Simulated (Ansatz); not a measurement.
**GeNH₄ (quartet): wave-function methods side by side at distance Ge1–H5 along a hydrogen transfer = 1.929 Å, cc-pVDZ**

The task here is to estimate one member of a computed series from the others.

Computed with Ansatz 0.2.0, Gaussian basis. Level: cc-pVDZ, core rule «outside noble gas», up to 15 orbitals frozen.

The runs, in order: UHF; CCSD(T) on ROHF; CCSD(T) on UHF; BCCD(T) on ROHF; CISD; CCSDT(Q) on ROHF; CCSDT(Q) on UHF; CASSCF and MRCISD+Q, 5 electrons in 5 orbitals; CASSCF and NEVPT2, 5 electrons in 5 orbitals.

10 further runs of the same task are left out: 2 for a mislabelled method, 8 that didn't finish.

## The geometry

The geometry derives from fragments relaxed apart (PBE0/def2-TZVP) and kept rigid, so it is no stationary point. A hydrogen atom is moved between rigid fragments. No spin-orbit coupling is included. The filled d shell of Ge may be among the frozen orbitals whatever the setting's name suggests; the logs give the count.

6 atoms, charge 0, spin multiplicity 4.

Atoms are counted from 1 here; the program's logs count them from 0.

Bond lengths: Ge1–H2 1.534 Å, Ge1–H3 1.534 Å, Ge1–H4 1.534 Å, Ge1–H5 1.929 Å, H5–N6 1.040 Å. Angles: H2–Ge1–H3 109.5°, H2–Ge1–H4 109.5°, H2–Ge1–H5 109.5°, H3–Ge1–H4 109.5°, H3–Ge1–H5 109.5°, H4–Ge1–H5 109.5°, Ge1–H5–N6 180.0°.

Set-up of the first run:

The input, in.yaml:

```yaml
crystal:
  periodic: [false, false, false]
  atoms:
    - {symbol: Ge, position_ang: [-0.462995, 0.000000, 0.000000]}
    - {symbol: H, position_ang: [-0.974445, 1.446599, 0.000000]}
    - {symbol: H, position_ang: [-0.974445, -0.723300, 1.252792]}
    - {symbol: H, position_ang: [-0.974445, -0.723299, -1.252792]}
    - {symbol: H, position_ang: [1.466005, 0.000000, 0.000000]}
    - {symbol: N, position_ang: [2.506005, 0.000000, 0.000000]}
basis:
  gaussian: {orbitals: cc-pVDZ}
magnetization: {spin_polarized: true, initial_magnetization: 3}
hamiltonian: {xc: hf}
output: {orbitals: {seedname: orbitals}}
```

Launch:

```
ansatz run in.yaml --threads 1 --pin off --events-out ev --progress --plain --max-ram 2393MiB
```

Among the steps run: UHF; CCSD(T) on ROHF; CCSD(T) on UHF; BCCD(T) on ROHF; CISD; CCSDT(Q) on ROHF; CCSDT(Q) on UHF; CASSCF and MRCISD+Q, 5 electrons in 5 orbitals; CASSCF and NEVPT2, 5 electrons in 5 orbitals.

One of the session's tables, all rows but one given; the rest of the session is left out.

| method | from UCCSDT(Q) (kJ/mol) |
| --- | --- |
| ROHF | +691.7 |
| UHF | +663.2 |
| RMP2 | +132.5 |
| UMP2 | +132.9 |
| CISD | +67.1 |
| RCCSD | +15.6 |
| UCCSD | ? |
| RCCSD(T) | +3.5 |
| UCCSD(T) | +3.1 |
| BCCD(T) | +3.5 |
| RCCSDT | +1.0 |
| UCCSDT | +0.5 |
| RCCSDT(Q) | +0.5 |
| UCCSDT(Q) | 0 |

Q: Estimate the row for UCCSD from the others.

The run gave: from UCCSDT(Q) (kJ/mol): +14.9. In the column «from UCCSDT(Q) (kJ/mol)» it lies between BCCD(T) (+3.5) and RCCSD (+15.6).

Left out of the table: CASSCF pair, NEVPT2 pair, MRCISD pair, MRCISD+Q pair (the active space lost an orbital or holds another state than full CI finds).

To keep in mind: Restricted and unrestricted rows rest on different reference determinants; where their highest levels disagree by more than a few hundredths of an eV, they describe different states and don't form one ladder. Warnings in the runs' records: passed over end.
